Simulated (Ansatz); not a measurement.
# C3H11NOSi: the cost of one run

Program: Ansatz 0.2.0. Level of theory: RKS PBE0-D4/STO-3G. These are calculated values, not measurements.

1 further run of the same task is left out (it didn't finish).

## 1. The structure to begin with

Bond lengths (14 of 16 bonds, heavy atoms first): C1–C2 1.532 Å, C2–Si3 1.884 Å, Si3–O4 1.744 Å, Si3–C5 1.865 Å, C5–N6 1.497 Å, C1–H7 1.074 Å, C1–H8 1.059 Å, C1–H9 1.138 Å, C2–H10 1.075 Å, C2–H11 1.096 Å, Si3–H12 1.509 Å, O4–H13 1.057 Å, C5–H14 1.060 Å, C5–H15 1.110 Å. Angles (14 of 28 angles, heavy atoms first): C1–C2–Si3 116.7°, C2–Si3–O4 110.1°, C2–Si3–C5 111.2°, O4–Si3–C5 111.6°, Si3–C5–N6 109.5°, C1–C2–H10 110.3°, C1–C2–H11 106.1°, Si3–C2–H10 107.6°, Si3–C2–H11 108.3°, C2–C1–H7 111.0°, C2–C1–H8 109.7°, C2–C1–H9 106.6°, C2–Si3–H12 108.6°, O4–Si3–H12 104.5°.

Coordinates:

```xyz
17

C     0.4658   -2.3877   -0.4659
C     1.2304   -1.0610   -0.5199
Si    0.5384    0.3573    0.5093
O     1.6330    1.7139    0.4719
C    -1.1701    0.8373   -0.0640
N    -1.4504    2.2530    0.3329
H     0.3748   -2.7378    0.5449
H     0.9245   -3.0904   -1.1125
H    -0.5972   -2.1651   -0.8057
H     1.3095   -0.7180   -1.5353
H     2.2448   -1.2802   -0.1668
H     0.5134   -0.0668    1.9576
H     1.0170    2.5499    0.2744
H    -1.2522    0.7720   -1.1188
H    -1.9202    0.1581    0.3929
H    -2.3628    2.5349   -0.0059
H    -1.5177    2.3303    1.3510
```

## 2. End point A

Input file input.yaml:

```yaml
crystal:
  periodic: [false, false, false]
  atoms:
    - { symbol: C, position_ang: [0.4658, -2.3877, -0.4659] }
    - { symbol: C, position_ang: [1.2304, -1.061, -0.5199] }
    - { symbol: Si, position_ang: [0.5384, 0.3573, 0.5093] }
    - { symbol: O, position_ang: [1.633, 1.7139, 0.4719] }
    - { symbol: C, position_ang: [-1.1701, 0.8373, -0.064] }
    - { symbol: "N", position_ang: [-1.4504, 2.253, 0.3329] }
    - { symbol: H, position_ang: [0.3748, -2.7378, 0.5449] }
    - { symbol: H, position_ang: [0.9245, -3.0904, -1.1125] }
    - { symbol: H, position_ang: [-0.5972, -2.1651, -0.8057] }
    - { symbol: H, position_ang: [1.3095, -0.718, -1.5353] }
    - { symbol: H, position_ang: [2.2448, -1.2802, -0.1668] }
    - { symbol: H, position_ang: [0.5134, -0.0668, 1.9576] }
    - { symbol: H, position_ang: [1.017, 2.5499, 0.2744] }
    - { symbol: H, position_ang: [-1.2522, 0.772, -1.1188] }
    - { symbol: H, position_ang: [-1.9202, 0.1581, 0.3929] }
    - { symbol: H, position_ang: [-2.3628, 2.5349, -0.0059] }
    - { symbol: H, position_ang: [-1.5177, 2.3303, 1.351] }
basis:
  gaussian: { orbitals: STO-3G }
hamiltonian:
  xc: pbe0
  dispersion: d4
relax:
  f_tol: 0.02
  max_steps: 50
```

On the command line:

```console
> ansatz run input.yaml --threads 1 --pin off --max-ram 2048MiB --backend cpu --events-out ev --progress --plain --runs-dir out
```

What time and memory should one allow on 1 thread of Intel Xeon Platinum 8375C at 2.90GHz (Ice Lake), shared host?

About 45 s, with a peak of 0.17 GiB.
